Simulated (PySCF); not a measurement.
# H4O2Pm (Pm(H2O)23+): the cost of one run

Program: PySCF 2.14.0. Level of theory: several levels, as the steps say, no spin–orbit coupling. These are calculated values, not measurements.

1 further run of the same task is left out (for a known fault of the program).

**1. The system as given**

7 atoms, charge 3, spin multiplicity 1.

Bond lengths: Pm1–O2 2.284 Å, Pm1–O5 2.283 Å, O2–H3 0.993 Å, O2–H4 0.992 Å, O5–H6 0.992 Å, O5–H7 0.993 Å. Angles: O2–Pm1–O5 110.1°, Pm1–O2–H3 128.0°, Pm1–O2–H4 129.4°, H3–O2–H4 102.5°, Pm1–O5–H6 129.2°, Pm1–O5–H7 128.2°, H6–O5–H7 102.6°.

Geometry (Å):

```xyz
7
charge 3, multiplicity 1
Pm   -0.16036    1.12124    0.00590
O     0.07712   -0.17644    1.87041
H     0.51642    0.06062    2.72884
H    -0.25630   -1.09454    2.04543
O    -0.02370   -0.16898   -1.87293
H     0.38011   -1.06780   -1.98771
H    -0.33803    0.04692   -2.78993
```

Formal oxidation states: Pm +3. Each metal's 4 4f electrons lie in its core potential, so multiplicities, spins and levels count the valence alone. An earlier session relaxed this geometry at PBE0, Pm lcecp-1-SVP with ECP50, O def2-SVP, H def2-SVP (singlet, point group C1).

At PBE0 on the finer grid: E = -185.504342 Eh, HOMO -26.24 eV, LUMO -18.43 eV, Mulliken charge on Pm1 +2.26 e, largest force component 0.023 eV/Å. 

Levels to run: PBE; HF; PBE0, TZVP. Hardware: 2 threads of Arm Neoverse V1, shared host.

**2. PBE**

The input, run.py (the lines that set the calculation):

```python
mol = gto.M(atom='''
Pm    -0.16036     1.12124     0.00590
O      0.07712    -0.17644     1.87041
H      0.51642     0.06062     2.72884
H     -0.25630    -1.09454     2.04543
O     -0.02370    -0.16898    -1.87293
H      0.38011    -1.06780    -1.98771
H     -0.33803     0.04692    -2.78993''',
    basis={'Pm': 'lcecp-1-SVP', 'O': 'def2-SVP', 'H': 'def2-SVP'},
    ecp={'Pm': 'lcecp-1-SVP'},
    charge=3, spin=0)
mf = dft.RKS(mol, xc='PBE')
mf.grids.atom_grid = (75, 302)  # f atoms: unpruned, at least (60, 302)
mf = mf.density_fit()  # fitting sets: Pm AutoAux, O def2-universal-JKFIT, H def2-universal-JKFIT
mf.conv_tol = 1e-08; mf.max_cycle = 55
mf.kernel(dm0)  # dm0: the density of the relaxed state
```

On the command line:

```sh
OMP_NUM_THREADS=2 python run.py
```

**Question.** How long does this run take on 2 threads of Arm Neoverse V1, shared host?

About 4 s.
